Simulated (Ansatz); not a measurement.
## CdS, space group P6_3mc: the levels without and with spin-orbit coupling, step by step

Computed with the Ansatz DFT code, driven from Python.

The script reads `cds.cif`:
```cif
data_CdS
_cell_length_a 4.150000
_cell_length_b 4.150000
_cell_length_c 6.737000
_cell_angle_alpha 90.00000
_cell_angle_beta 90.00000
_cell_angle_gamma 120.00000
_symmetry_space_group_name_H-M 'P 1'
_symmetry_Int_Tables_number 1
loop_
_symmetry_equiv_pos_as_xyz
'x, y, z'
loop_
_atom_site_label
_atom_site_type_symbol
_atom_site_fract_x
_atom_site_fract_y
_atom_site_fract_z
Cd1 Cd    0.333333    0.666667    0.000000
Cd2 Cd    0.666667    0.333333    0.500000
S3 S    0.333333    0.666667    0.375000
S4 S    0.666667    0.333333    0.875000
```

At the Python prompt:
```pycon
>>> import ansatz as az
>>> from ase.io import read
>>> atoms = read("cds.cif")
>>> cds = az.Crystal.from_ase(atoms)
>>> base = (
...     cds.calculation()
...     .functional("pbe")
...     .basis(41 * az.Ry)
...     .kpoints(6, 6, 4)
...     .occupations(az.OccupationsMethod.FIXED)
...     .band_table()
... )
>>> for label, variant in (("scalar-relativistic", base), ("spin-orbit", base.spin(soc=True))):
...     rep = variant.run().report
...     zero = rep["band_edges_ev"][0] if rep.get("band_edges_ev") else rep["fermi_energy_ev"]
...     near = [round(e - zero, 3) for e in rep["eigenvalues_ev"][0] if abs(e - zero) < 2]
...     print(label)
...     print("  band edges (eV):", [round(e, 3) for e in rep.get("band_edges_ev") or []] or "none reported")
...     print("  levels at k =", rep["kpoints_frac"][0], "within 2 eV of the zero:", near)
...
DeckWarning: the atoms were moved onto the symmetric positions of the space group found under crystal.symmetry.tolerance 1.0e-5 (fractional; no operation is sought that the atoms, as they stand in a round, miss by more than twice it, and no atom is moved by as much as it), and the run uses the moved positions. Before [...]
scalar-relativistic
  band edges (eV): [6.732, 7.928]
  levels at k = [0.0, 0.0, 0.0] within 2 eV of the zero: [-0.755, -0.755, -0.043, -0.0, 0.0, 1.196]
spin-orbit
  band edges (eV): [6.748, 7.929]
  levels at k = [0.0, 0.0, 0.0] within 2 eV of the zero: [-0.792, -0.792, -0.751, -0.751, -0.07, -0.07, -0.016, -0.016, -0.0, 0.0, 1.181, 1.181]
```

Reading the output:
- The starting cell is as deposited in a crystallographic database; the results hold for this polymorph, which needn't be the stable one.
- Levels are Kohn-Sham eigenvalues on this mesh.
- Warnings are shown shortened and without file and line.
- With spin-orbit coupling each level holds one electron and, with inversion or at time-reversal points, comes in pairs; a window in energy can cut a split set.
- Wall time of the script: 50 s on 1 thread of Arm Neoverse V2 (shared host), peak memory 0.84 GiB.
